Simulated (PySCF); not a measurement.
**Tl(OH)3(NH3): other functionals and bases at one geometry**

How far do other levels of theory move the description of Tl(OH)3(NH3), and what does each cost? It is a constructed species; whether it can be made isn't addressed.

Computed with PySCF 2.14.0. Level: several levels, as the steps say, no spin–orbit coupling.

1 further run of the same task is left out (for a known fault of the program).

## 1. Where the work starts

11 atoms, charge 0, spin multiplicity 1.

Bond lengths: Tl1–O2 2.110 Å, Tl1–O4 2.096 Å, Tl1–O6 2.091 Å, Tl1–N8 2.449 Å, O2–H3 0.966 Å, O4–H5 0.966 Å, O6–H7 0.966 Å, N8–H9 1.022 Å, N8–H10 1.018 Å, N8–H11 1.018 Å. Angles: O2–Tl1–O4 117.8°, O2–Tl1–O6 118.8°, O2–Tl1–N8 82.0°, O4–Tl1–O6 121.9°, O4–Tl1–N8 98.8°, O6–Tl1–N8 100.6°, Tl1–O2–H3 108.3°, Tl1–O4–H5 105.9°, Tl1–O6–H7 106.6°, Tl1–N8–H9 97.6°, Tl1–N8–H10 115.8°, Tl1–N8–H11 115.0°, H9–N8–H10 109.1°, H9–N8–H11 109.3°, H10–N8–H11 109.1°.

Geometry (Å):

```mol
H6NO3Tl
  3D, bonds by distance, orders not assigned

 11 10  0  0  0  0  0  0  0  0999 V2000
    0.1492   -0.2948    0.1790 Tl  0  0
    0.5099    1.4732    1.2732 O   0  0
    1.4634    1.5650    1.3945 H   0  0
   -1.3893   -1.5565    0.8386 O   0  0
   -1.5653   -1.3031    1.7541 H   0  0
    1.5741   -0.9234   -1.2165 O   0  0
    1.4311   -1.8694   -1.3489 H   0  0
   -1.1840    1.2324   -1.1946 N   0  0
   -0.9661    2.0938   -0.6905 H   0  0
   -0.8886    1.3291   -2.1642 H   0  0
   -2.1890    1.0708   -1.1668 H   0  0
  1  2  8  0
  1  4  8  0
  1  6  8  0
  1  8  8  0
  2  3  8  0
  4  5  8  0
  6  7  8  0
  8  9  8  0
  8 10  8  0
  8 11  8  0
M  END
```

Formal oxidation states: Tl +3. An earlier session relaxed this geometry at PBE0, Tl def2-SVP with ECP60, O def2-SVP, H def2-SVP, N def2-SVP (singlet, point group C1).

At PBE0 on the finer grid: E = -455.989601 Eh, HOMO -7.41 eV, LUMO -1.65 eV, Mulliken charge on Tl1 +0.68 e, largest force component 0.020 eV/Å. 

Levels to run: revPBE; TPSSh; PBE0, TZVP. Hardware: 2 threads of Arm Neoverse V1, shared host.

## 2. revPBE

Input file run.py (the lines that set the calculation):

```python
mol = gto.M(atom='''
Tl     0.14923    -0.29479     0.17904
O      0.50993     1.47317     1.27325
H      1.46338     1.56501     1.39449
O     -1.38926    -1.55648     0.83855
H     -1.56532    -1.30310     1.75405
O      1.57415    -0.92339    -1.21645
H      1.43108    -1.86940    -1.34890
N     -1.18395     1.23238    -1.19457
H     -0.96610     2.09377    -0.69053
H     -0.88860     1.32905    -2.16423
H     -2.18903     1.07082    -1.16683''',
    basis={'Tl': 'def2-SVP', 'O': 'def2-SVP', 'H': 'def2-SVP', 'N': 'def2-SVP'},
    ecp={'Tl': 'def2-SVP'},
    charge=0, spin=0)
mf = dft.RKS(mol, xc='PBE_R,PBE')
mf.grids.atom_grid = (75, 302)
mf = mf.density_fit()  # fitting sets: Tl def2-universal-JKFIT, O def2-universal-JKFIT, H def2-universal-JKFIT, N def2-universal-JKFIT
mf.conv_tol = 1e-08; mf.max_cycle = 55
mf.kernel(dm0)  # dm0: the density of the relaxed state
```

Started as:

```bash
$ OMP_NUM_THREADS=2 python run.py
```

## 3. TPSSh

run.py (the lines that set the calculation), as its differences from that of step 2:

```diff
@@ -15,3 +15,3 @@
     charge=0, spin=0)
-mf = dft.RKS(mol, xc='PBE_R,PBE')
+mf = dft.RKS(mol, xc='TPSSH')
 mf.grids.atom_grid = (75, 302)
```

## 4. PBE0, TZVP

Basis: Tl def2-TZVP with ECP60, O def2-TZVP, H def2-TZVP, N def2-TZVP. 

run.py (the lines that set the calculation), as its differences from that of step 3:

```diff
@@ -12,6 +12,6 @@
 H     -2.18903     1.07082    -1.16683''',
-    basis={'Tl': 'def2-SVP', 'O': 'def2-SVP', 'H': 'def2-SVP', 'N': 'def2-SVP'},
-    ecp={'Tl': 'def2-SVP'},
+    basis={'Tl': 'def2-TZVP', 'O': 'def2-TZVP', 'H': 'def2-TZVP', 'N': 'def2-TZVP'},
+    ecp={'Tl': 'def2-TZVP'},
     charge=0, spin=0)
-mf = dft.RKS(mol, xc='TPSSH')
+mf = dft.RKS(mol, xc='PBE0')
 mf.grids.atom_grid = (75, 302)
@@ -19,2 +19,2 @@
 mf.conv_tol = 1e-08; mf.max_cycle = 55
-mf.kernel(dm0)  # dm0: the density of the relaxed state
+mf.kernel(dm0)  # dm0: free metal ions and neutral atoms
```

Q: Predict the outcome of this session. Wanted: for each run, HOMO; gap; charge on Tl1; dipole; largest force.

The runs gave:

| level | state | HOMO (eV) | gap (eV) | charge on Tl1 (e) | dipole (D) | largest force (eV/Å) | basis functions | time |
| --- | --- | --- | --- | --- | --- | --- | --- | --- |
| PBE0 (relaxed here) | singlet | -7.41 | 5.77 | 0.68 | 2.90 | 0.02 | 112 | 19 s |
| revPBE | singlet | -5.59 | 3.22 | 0.52 | 2.97 | 0.66 | 112 | 7 s |
| TPSSh | singlet | -6.47 | 4.42 | 0.62 | 2.93 | 0.34 | 112 | 9.9 s |
| PBE0, TZVP | singlet | -7.79 | 5.79 | 0.96 | 2.80 | 0.27 | 210 | 19 s |

Times are on 2 threads of Arm Neoverse V1, shared host; the first row also made further properties.

In one basis the HOMO–LUMO gap runs from 3.22 eV (revPBE) to 5.77 eV (PBE0). The largest leftover force, 0.66 eV/Å with revPBE, stands at a geometry relaxed at another level. The Mulliken charge on Tl spans +0.52 to +0.96 e over the levels. Total energies of different levels can't be compared. Spin–orbit coupling is left out throughout.
